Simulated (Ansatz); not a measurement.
**ClFGeH₄SSi: one species, many methods**

How much do the methods differ for ClFGeH₄SSi? The plan is to run it at one geometry with functionals of several rungs and with coupled cluster, and see how far each lands from CCSD(T) at the basis-set limit for the atomisation energy.

Method: functionals in def2-TZVPP, the program's frozen cores in correlated methods; program: Ansatz 0.2.0, Gaussian basis.

Levels to be run: LDA (SPW92), PBE-D4, revPBE-D4, BLYP-D4, r2SCAN-D4, B97M-V, PBE0-D4, B3LYP-D4, r2SCANh-D4, r2SCAN0-D4, HSE06-D4, BHLYP-D4, CAM-B3LYP-D4, LC-ωPBE, ωB97X-V, ωB97M-V, B2PLYP, PBE-QIDH; CCSD(T)/def2-SVP; CCSD(T)/def2-TZVPP; MP2/def2-QZVPP; extrapolation to the limit; RPA on PBE.

## (1) The geometry

The geometry comes from an earlier relaxation with PBE0-D4 in a triple-zeta def2 set; it is a stationary point, not always the lowest conformer.

9 atoms, charge 0, spin multiplicity 1.

Atoms are counted from 1 here; the program's logs count them from 0.

Bond lengths: F1–Si2 1.586 Å, Si2–Cl3 2.044 Å, Si2–S4 2.099 Å, Si2–H6 1.474 Å, S4–Ge5 2.241 Å, Ge5–H7 1.535 Å, Ge5–H8 1.532 Å, Ge5–H9 1.532 Å. Angles: F1–Si2–Cl3 108.0°, F1–Si2–S4 107.0°, F1–Si2–H6 108.6°, Cl3–Si2–S4 112.3°, Cl3–Si2–H6 107.2°, S4–Si2–H6 113.6°, Si2–S4–Ge5 96.8°, S4–Ge5–H7 108.5°, S4–Ge5–H8 105.0°, S4–Ge5–H9 109.2°, H7–Ge5–H8 111.3°, H7–Ge5–H9 111.0°, H8–Ge5–H9 111.6°.

## (2) LDA

This LDA is Slater exchange with PW92 correlation.

in.yaml reads:

```yaml
crystal:
  periodic: [false, false, false]
  atoms:
    - {symbol: F, position_ang: [2.860749, -1.037817, -0.605833]}
    - {symbol: Si, position_ang: [1.523797, -0.505121, 0.061805]}
    - {symbol: Cl, position_ang: [1.861292, 1.401429, 0.715583]}
    - {symbol: S, position_ang: [0.027628, -0.591499, -1.407862]}
    - {symbol: Ge, position_ang: [-1.593981, 0.365360, -0.191890]}
    - {symbol: H, position_ang: [1.230730, -1.326311, 1.249652]}
    - {symbol: H, position_ang: [-1.386484, -0.012036, 1.281861]}
    - {symbol: H, position_ang: [-2.897722, -0.224259, -0.738192]}
    - {symbol: H, position_ang: [-1.537307, 1.883955, -0.382224]}
basis:
  gaussian: {orbitals: def2-TZVPP}
hamiltonian: {xc: lda}
output: {orbitals: {seedname: orbitals}}
```

On the command line:

```bash
$ ansatz run in.yaml --threads 4 --pin off --events-out ev --progress --plain --max-ram 10444MiB
```

After this run come: PBE-D4 (GGA); revPBE-D4 (GGA); BLYP-D4 (GGA); r2SCAN-D4 (meta-GGA); B97M-V (meta-GGA); PBE0-D4 (hybrid); B3LYP-D4 (hybrid); r2SCANh-D4 (hybrid); r2SCAN0-D4 (hybrid); HSE06-D4 (hybrid); BHLYP-D4 (hybrid); CAM-B3LYP-D4 (range-separated); LC-ωPBE (range-separated); ωB97X-V (range-separated); ωB97M-V (range-separated); B2PLYP (double hybrid); PBE-QIDH (double hybrid); CCSD(T) in def2-SVP; CCSD(T) in def2-TZVPP; MP2 in def2-QZVPP; RPA on PBE orbitals.

Before running them: what should the planned runs give, taken together? Wanted: atomisation energy, CCSD(T)/CBS; farthest beyond LDA; mean size of error, GGA; mean size of error, meta-GGA; mean size of error, hybrid; mean size of error, range-separated; mean size of error, double hybrid; gap, smallest and largest; T1 diagnostic.

The runs gave:

```
                               quantity                                            value
        atomisation energy, CCSD(T)/CBS                                    2857.3 kJ/mol
 functionals within 28.6 kJ/mol (1.0 %)  PBE-D4, r2SCAN-D4, r2SCANh-D4, ωB97X-V, ωB97M-V
                    farthest beyond LDA                         BHLYP-D4 (-103.9 kJ/mol)
                mean size of error, GGA                                      57.8 kJ/mol
           mean size of error, meta-GGA                                      15.4 kJ/mol
             mean size of error, hybrid                                      52.6 kJ/mol
    mean size of error, range-separated                                      30.7 kJ/mol
      mean size of error, double hybrid                                      57.7 kJ/mol
              gap, smallest and largest        5.03 eV (LDA (SPW92)), 12.20 eV (LC-ωPBE)
                          T1 diagnostic                                           0.0112
triples share of the correlation energy                                            3.7 %
```

In words: LDA overbinds by 363.3 kJ/mol (13 %). PBE-D4 misses by -17.2 kJ/mol. Double hybrids carry the basis error of their MP2 part in triple zeta, and no dispersion term here, so their miss is partly the set-up's. By mean error the best rung here is meta-GGA (15.4 kJ/mol) and the worst beyond LDA is GGA (57.8 kJ/mol). Misses under about 28.6 kJ/mol are within the doubt on the reference itself, which lacks core-valence correlation, relativity and higher excitations, and its outer-core shells are covered unevenly. Hartree-Fock recovers 73 % of the binding; the rest is correlation. CCSD(T) in def2-SVP is off by -267.0 kJ/mol, which most functionals beat. Orbital gaps span 5.0 to 12.2 eV; exact exchange widens them. Correlated methods include outer-core shells of Ge, which these sets cover unevenly.
